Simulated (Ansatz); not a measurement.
# SiN4H8: up Jacob's ladder to CCSD(T)

How much do the methods differ for SiN4H8? The plan is to run it at one geometry with functionals of several rungs and with coupled cluster. The yardstick is the atomisation energy at the CCSD(T) limit.

Method: functionals in def2-TZVPP, the program's frozen cores in correlated methods; program: Ansatz 0.2.0, Gaussian basis.

Plan: LDA (SPW92), PBE-D4, revPBE-D4, BLYP-D4, r2SCAN-D4, B97M-V, PBE0-D4, B3LYP-D4, r2SCANh-D4, r2SCAN0-D4, HSE06-D4, BHLYP-D4, CAM-B3LYP-D4, LC-ωPBE, ωB97X-V, ωB97M-V, B2PLYP, PBE-QIDH; CCSD(T)/def2-SVP; CCSD(T)/def2-TZVPP; MP2/def2-QZVPP; extrapolation to the limit; RPA on PBE.

## 1. The relaxed structure

All runs share one geometry, relaxed beforehand with PBE0-D4 in a triple-zeta def2 set.

SMILES `N[Si](N)(N)N`, 13 atoms, charge 0, spin multiplicity 1.

Atoms are counted from 1 here; the program's logs count them from 0.

Bond lengths: N1–Si2 1.717 Å, N1–H6 1.007 Å, N1–H7 1.007 Å, Si2–N3 1.717 Å, Si2–N4 1.717 Å, Si2–N5 1.717 Å, N3–H8 1.007 Å, N3–H9 1.007 Å, N4–H10 1.007 Å, N4–H11 1.007 Å, N5–H12 1.007 Å, N5–H13 1.007 Å. Angles: Si2–N1–H6 120.2°, Si2–N1–H7 119.9°, H6–N1–H7 111.4°, N1–Si2–N3 113.2°, N1–Si2–N4 102.3°, N1–Si2–N5 113.2°, N3–Si2–N4 113.2°, N3–Si2–N5 102.3°, N4–Si2–N5 113.2°, Si2–N3–H8 120.2°, Si2–N3–H9 119.9°, H8–N3–H9 111.4°, Si2–N4–H10 119.9°, Si2–N4–H11 120.2°, H10–N4–H11 111.4°, Si2–N5–H12 119.9°, Si2–N5–H13 120.2°, H12–N5–H13 111.4°.

## 2. LDA

This LDA is Slater exchange with PW92 correlation.

in.yaml reads:

```yaml
crystal:
  periodic: [false, false, false]
  atoms:
    - {symbol: N, position_ang: [-0.860161, 1.428187, -0.394580]}
    - {symbol: Si, position_ang: [0.001582, -0.002670, 0.001135]}
    - {symbol: N, position_ang: [-0.910590, -1.098384, 0.957112]}
    - {symbol: N, position_ang: [0.401742, -0.627567, -1.546745]}
    - {symbol: N, position_ang: [1.375346, 0.287074, 0.988743]}
    - {symbol: H, position_ang: [-1.375272, 1.921569, 0.315583]}
    - {symbol: H, position_ang: [-0.492946, 2.060201, -1.087229]}
    - {symbol: H, position_ang: [-1.695562, -1.585945, 0.558115]}
    - {symbol: H, position_ang: [-1.053954, -0.911518, 1.936181]}
    - {symbol: H, position_ang: [-0.300934, -0.673883, -2.266572]}
    - {symbol: H, position_ang: [1.065040, -1.379703, -1.632909]}
    - {symbol: H, position_ang: [1.854180, -0.485544, 1.422137]}
    - {symbol: H, position_ang: [2.012129, 1.033381, 0.763730]}
basis:
  gaussian: {orbitals: def2-TZVPP}
hamiltonian: {xc: lda}
output: {orbitals: {seedname: orbitals}}
```

After this run come: PBE-D4 (GGA); revPBE-D4 (GGA); BLYP-D4 (GGA); r2SCAN-D4 (meta-GGA); B97M-V (meta-GGA); PBE0-D4 (hybrid); B3LYP-D4 (hybrid); r2SCANh-D4 (hybrid); r2SCAN0-D4 (hybrid); HSE06-D4 (hybrid); BHLYP-D4 (hybrid); CAM-B3LYP-D4 (range-separated); LC-ωPBE-D4 (range-separated); ωB97X-V (range-separated); ωB97M-V (range-separated); B2PLYP (double hybrid); PBE-QIDH (double hybrid); CCSD(T) in def2-SVP; CCSD(T) in def2-TZVPP; MP2 in def2-QZVPP; RPA on PBE orbitals.

Q: Predict the results of all the runs planned. Wanted: atomisation energy, CCSD(T)/CBS; farthest beyond LDA; mean size of error, GGA; mean size of error, meta-GGA; mean size of error, hybrid; mean size of error, range-separated; mean size of error, double hybrid; gap, smallest and largest; T1 diagnostic.

As calculated:

| quantity | value |
| --- | --- |
| atomisation energy, CCSD(T)/CBS | 1118.5 kcal/mol |
| functionals within 5.6 kcal/mol (0.5 %) | B97M-V, B3LYP-D4, ωB97X-V |
| farthest beyond LDA | BHLYP-D4 (-33.5 kcal/mol) |
| mean size of error, GGA | 11.9 kcal/mol |
| mean size of error, meta-GGA | 8.5 kcal/mol |
| mean size of error, hybrid | 17.6 kcal/mol |
| mean size of error, range-separated | 7.3 kcal/mol |
| mean size of error, double hybrid | 17.7 kcal/mol |
| gap, smallest and largest | 5.10 eV (BLYP-D4), 12.47 eV (LC-ωPBE) |
| T1 diagnostic | 0.0094 |
| triples share of the correlation energy | 3.6 % |

What this shows: The LDA atomisation energy is off by 159.8 kcal/mol (14 %): it overbinds. PBE-D4 misses by +16.3 kcal/mol. Double hybrids carry the basis error of their MP2 part in triple zeta, and no dispersion term here, so their miss is partly the set-up's. By mean error the best rung here is range-separated (7.3 kcal/mol) and the worst beyond LDA is double hybrid (17.7 kcal/mol). The gap between the best rungs is small, so their order is not settled. The reference freezes the cores and leaves out relativity and excitations past (T), so misses under about 5.6 kcal/mol can't be ranked. Hartree-Fock recovers 67 % of the binding; the rest is correlation. CCSD(T) in def2-SVP is off by -110.5 kcal/mol, worse than the median functional, from the basis alone. The gap grows from 5.1 to 12.5 eV across the functionals, mostly with the share of exact exchange.
